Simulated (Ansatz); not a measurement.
# MgHgBr3: the cost of one run

Computed with Ansatz 0.2.0 (DFT PBE, scalar-relativistic, plane waves, PAW, unless a step's input says otherwise).

### Step 1. Starting point

It takes space group P-62m (No. 189, hexagonal). The conventional cell has a = 5.406 Å, b = 5.406 Å, c = 7.021 Å, α = 90.00°, β = 90.00°, γ = 120.00°. Mg (site symmetry -62m) is surrounded by 2 Hg at 3.51 Å and 6 Br at 4.01 Å. Around Hg (site symmetry -62m) lie 3 Br at 1.93 Å. Br (site symmetry m2m) has 1 Hg at 1.93 Å as nearest neighbours.

Structure file:

```cif
data_structure
_symmetry_space_group_name_H-M 'P-62m'
_symmetry_Int_Tables_number 189
_cell_length_a 5.4064
_cell_length_b 5.4064
_cell_length_c 7.0212
_cell_angle_alpha 90.000
_cell_angle_beta 90.000
_cell_angle_gamma 120.000
_cell_volume 177.73
loop_
_atom_site_label
_atom_site_type_symbol
_atom_site_symmetry_multiplicity
_atom_site_Wyckoff_symbol
_atom_site_fract_x
_atom_site_fract_y
_atom_site_fract_z
_atom_site_occupancy
Mg1 Mg 1 b 0.00000 0.00000 0.50000 1
Hg1 Hg 1 a 0.00000 0.00000 0.00000 1
Br1 Br 3 f 0.35683 0.00000 0.00000 1
```

The cell is invented: random cell by space group and Wyckoff sites (P-62m, No. 189). Lengths come from tabulated atomic sizes and are only a guess.

### Step 2. A first look at the guess

input.yaml

```yaml
crystal:
  lattice:
    - [5.40639657, 0.0, 0.0]
    - [-2.70319829, 4.68207678, 0.0]
    - [0.0, 0.0, 7.02119651]
  atoms:
    - { symbol: Mg, position: [0.0, 0.0, 0.5] }
    - { symbol: Hg, position: [0.0, 0.0, 0.0] }
    - { symbol: Br, position: [0.35683201, 0.0, 0.0] }
    - { symbol: Br, position: [0.0, 0.35683201, 0.0] }
    - { symbol: Br, position: [0.64316799, 0.64316799, 0.0] }
basis:
  ecutwfc: 420
kpoints:
  mp_grid: { grid: [6, 6, 4] }
hamiltonian:
  xc: pbe
scf:
  occupations: { method: gaussian, width: 0.1 }
  lower_state_search: "off"
output:
  forces: true
  stress: true
  eigenvalues: true
```

Launch:

```bash
$ ansatz run input.yaml --threads 1 --pin off --max-ram 2560MiB --backend cpu --events-out ev --progress --plain --runs-dir out
```

What time and memory should one allow on 1 thread of Arm Neoverse V2, shared host?

About 8.1 s, with a peak of 0.4 GiB.
